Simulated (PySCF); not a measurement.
# CHBr (SMILES [CH]Br) at 3 levels

Wanted: a comparison of 3 runs (UPBE/STO-3G, UMP2/STO-3G, UCCSDT/STO-3G) of CHBr. The job is set up through a Python script.

The calculation is run with PySCF 2.14.0.

5 further runs of the same task are left out: 5 set aside as unsound or not needed.

## (1) The molecule

CHBr has 3 atoms, charge 0, and is taken as a triplet. As SMILES, `[CH]Br`. The C1–H3 distance was set to 2.349 Å, away from the relaxed value. At this shape a bond of the SMILES string is far longer than usual.

Bond lengths: C1–Br2 1.787 Å.

## (2) The energy at UPBE/STO-3G (run 1)

File calc.py:

```python
from pyscf import gto, dft

mol = gto.M(
    atom='''
C      1.063302    -2.332833     0.346634
Br     3.966563    -1.804163     1.989732
H     -1.850798     0.761408    -0.936529
''',
    max_memory=1860,
    basis='sto-3g',
    verbose=3,
    spin=2,
    unit='bohr',
)

myscf = dft.UKS(mol)
myscf.xc = 'pbe'
myscf.conv_tol = 1e-10
myscf.grids.level = 5
myscf.kernel()
if not myscf.converged:
    myscf = myscf.newton().run(myscf.mo_coeff, myscf.mo_occ)

e_tot = myscf.e_tot
print('E = %.10f Eh' % e_tot)
```

On the command line:

```
OMP_NUM_THREADS=1 python calc.py
```

The program printed:

```text
WARN: HOMO -0.20470229416318 >= LUMO -0.237535975098991

WARN: HOMO 0.0196273433132474 >= LUMO -0.08316744891879

converged SCF energy = -2583.43005810618  <S^2> = 2.0226082  2S+1 = 3.0150345
E = -2583.4300581062 Eh
```

Wall time 4.8 s (1 thread of Intel Xeon Platinum 8375C at 2.90GHz (Ice Lake), shared host); peak memory 0.21 GiB.

## (3) A single-point energy at UMP2/STO-3G (run 2)

File geometry.xyz:

```xyz
3

C      0.562675    -1.234482     0.183431
Br     2.099015    -0.954722     1.052921
H     -0.979400     0.402920    -0.495590
```

File job.py:

```python
from pyscf import gto, scf, mp

system = gto.Mole()
system.atom = 'geometry.xyz'
system.max_memory = 1860
system.spin = 2
system.basis = 'sto-3g'
system.verbose = 4
system.build()

mf = scf.UHF(system)
mf.conv_tol = 1e-10
mf.kernel()
if not mf.converged:
    mf = mf.newton().run(mf.mo_coeff, mf.mo_occ)

pt = mp.MP2(mf, frozen=10).run()
etot = pt.e_tot
print('E = %.10f Eh' % etot)
```

On the command line:

```
OMP_NUM_THREADS=1 python job.py
```

The program printed:

```text
PySCF version 2.14.0

[INPUT] num. atoms = 3
[INPUT] num. electrons = 42
[INPUT] charge = 0
[INPUT] spin (= nelec alpha-beta = 2S) = 2
[INPUT] symmetry False subgroup None
[INPUT] Mole.unit = angstrom
[INPUT] Symbol           X                Y                Z      unit          X                Y                Z       unit  Magmom
[INPUT]  1 C      0.562675000000  -1.234482000000   0.183431000000 AA    1.063301647140  -2.332832885705   0.346634352755 Bohr   0.0
[INPUT]  2 Br     2.099015000000  -0.954722000000   1.052921000000 AA    3.966563481354  -1.804163105097   1.989732320803 Bohr   0.0
[INPUT]  3 H     -0.979400000000   0.402920000000  -0.495590000000 AA   -1.850797766399   0.761408450110  -0.936529370073 Bohr   0.0

[... 27 lines left out ...]
WARN: HOMO -0.0675924106367203 >= LUMO -0.185270319640333
[... 70 lines left out ...]
converged SCF energy = -2582.37508933529  <S^2> = 2.1696479  2S+1 = 3.1110435
[... 1 line left out ...]
******** <class 'pyscf.mp.ump2.UMP2'> ********
nocc = (np.int64(12), np.int64(10)), nmo = (14, 14)
frozen orbitals 10
E(UMP2) = -2582.40868070438  E_corr = -0.0335913690882597
E(SCS-UMP2) = -2582.41006244045  E_corr = -0.034973105159679
E_corr(same-spin) = -0.00615754355334535
E_corr(oppo-spin) = -0.0274338255349143
E = -2582.4086807044 Eh
```

Wall time 0.75 s (1 thread of Intel Xeon Platinum 8375C at 2.90GHz (Ice Lake), shared host); peak memory 0.12 GiB.

## (4) A single-point energy at UCCSDT/STO-3G (run 3)

File mol.xyz:

```xyz
3

C      0.562675    -1.234482     0.183431
Br     2.099015    -0.954722     1.052921
H     -0.979400     0.402920    -0.495590
```

File calc.py:

```python
from pyscf import gto, cc

molecule = gto.Mole()
molecule.atom = 'mol.xyz'
molecule.verbose = 3
molecule.charge = 0
molecule.spin = 2
molecule.basis = 'sto-3g'
molecule.max_memory = 1860
molecule.build()

myscf = molecule.UHF()
myscf.conv_tol = 1e-10
myscf.kernel()
if not myscf.converged:
    myscf = myscf.newton().run(myscf.mo_coeff, myscf.mo_occ)

mycc = cc.CCSDT(myscf, frozen=10)
mycc.kernel()
energy = mycc.e_tot
print('E(%s) = %.9f' % ('CCSDT', energy))
```

On the command line:

```
OMP_NUM_THREADS=1 python calc.py
```

The program printed:

```text
WARN: HOMO -0.0675924106367203 >= LUMO -0.185270319640333

converged SCF energy = -2582.37508933529  <S^2> = 2.1696479  2S+1 = 3.1110435
_make_eris_incore_UCCSDT

WARN: A large `blksize_v_aaa` is being used, which may cause large memory consumption
      for storing contraction intermediates. If memory is sufficient, consider using
      `pyscf.cc.uccsdt_highm.UCCSDT` instead.

WARN: A large `blksize_v_aab` is being used, which may cause large memory consumption
      for storing contraction intermediates. If memory is sufficient, consider using
      `pyscf.cc.uccsdt_highm.UCCSDT` instead.

UCCSDT converged
E(UCCSDT) = -2582.431451324513   E_corr = -0.0563619892239007
E_corr(same-spin) = -0.00860011539185965
E_corr(oppo-spin) = -0.047761873832041
E(CCSDT) = -2582.431451325
```

It took 5.4 s on 1 thread of Intel Xeon Platinum 8375C at 2.90GHz (Ice Lake), shared host; peak memory 0.12 GiB.

## (5) Overview of the runs

```
run          level  integration grid  frozen core orbitals   energy (Eh)  dipole moment (D) of the reference  HOMO energy (eV)  LUMO energy (eV)  wall time
  1    UPBE/STO-3G                 5                     –  -2583.430058                                0.99             -1.07             -0.54      4.8 s
  2    UMP2/STO-3G                 –                    10  -2582.408681                                0.20             -7.49              5.70     0.75 s
  3  UCCSDT/STO-3G                 –                    10  -2582.431451                                0.20             -7.49              5.70      5.4 s
```

## (6) Results

| quantity | value |
| --- | --- |
| run 3: total energy | -2582.43145 Eh |
| run 3: dipole moment (Hartree–Fock density) | 0.20 D |
| run 3: HOMO energy (Hartree–Fock orbitals) (highest over α and β) | -7.49 eV |
| run 3: LUMO energy (Hartree–Fock orbitals) (lowest over α and β) | 5.70 eV |
| run 3: correlation energy (10 core orbitals frozen) | -56.4 mEh |
| run 3: ⟨S²⟩ of the reference determinant | 2.170 |
| run 3: T1 diagnostic | 0.028 |

**Reading.** In runs 1, 2, 3 the basis is minimal, so the values are rough. Spin contamination of the reference: run 2 ⟨S²⟩ = 2.17, run 3 ⟨S²⟩ = 2.17. All runs together took 11 s, the longest 5.4 s.
